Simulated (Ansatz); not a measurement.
# TaRu: the cost of one run

Program: Ansatz 0.2.0. Level of theory: DFT LDA, scalar-relativistic, plane waves, PAW. These are calculated values, not measurements.

3 further runs of the same task are left out: 3 set aside as unsound or not needed.

### Step 1. The starting structure

Symmetry: Pm-3m, No. 221, cubic system. Conventional cell: a = 3.121 Å, b = 3.121 Å, c = 3.121 Å, α = 90.00°, β = 90.00°, γ = 90.00°. Ta (site symmetry m-3m) has 8 Ru at 2.70 Å as nearest neighbours. Around Ru (site symmetry m-3m) lie 8 Ta at 2.70 Å.

Structure file:

```
CELL_PARAMETERS angstrom
3.12051 0.00000 0.00000
0.00000 3.12051 0.00000
0.00000 0.00000 3.12051
ATOMIC_POSITIONS crystal
Ta 0.50000 0.50000 0.50000
Ru 0.00000 0.00000 0.00000
```

This cell was relaxed beforehand with the same method: volume 15.19 Å³/atom, gap on the mesh none (metal).

### Step 2. The reference run

The input, input.yaml:

```yaml
crystal:
  lattice:
    - [3.1205143663, 0.0, 0.0]
    - [0.0, 3.1205143663, 0.0]
    - [0.0, 0.0, 3.1205143663]
  atoms:
    - { symbol: Ta, position: [0.5, 0.5, 0.5] }
    - { symbol: Ru, position: [0.0, 0.0, 0.0] }
basis:
  ecutwfc: 420
kpoints:
  mp_grid: { grid: [14, 14, 14] }
hamiltonian:
  xc: lda
scf:
  occupations: { method: fermi_dirac, width: 0.15 }
output:
  eigenvalues: true
phonons:
  method: dfpt
```

This input was run earlier.

### Step 3. Changed: occupations gaussian, width 0.3 eV

The input, input.yaml:

```yaml
crystal:
  lattice:
    - [3.1205143663, 0.0, 0.0]
    - [0.0, 3.1205143663, 0.0]
    - [0.0, 0.0, 3.1205143663]
  atoms:
    - { symbol: Ta, position: [0.5, 0.5, 0.5] }
    - { symbol: Ru, position: [0.0, 0.0, 0.0] }
basis:
  ecutwfc: 420
kpoints:
  mp_grid: { grid: [14, 14, 14] }
hamiltonian:
  xc: lda
scf:
  occupations: { method: gaussian, width: 0.3 }
output:
  eigenvalues: true
phonons:
  method: dfpt
```

Command:

```bash
ansatz run input.yaml --threads 1 --pin off --max-ram 3072MiB --backend cpu --events-out ev --progress --plain --runs-dir out
```

Q: Estimate wall time and peak memory on 1 thread of Intel Xeon at 2.70GHz, shared host.

About 42 s, with a peak of 0.8 GiB.
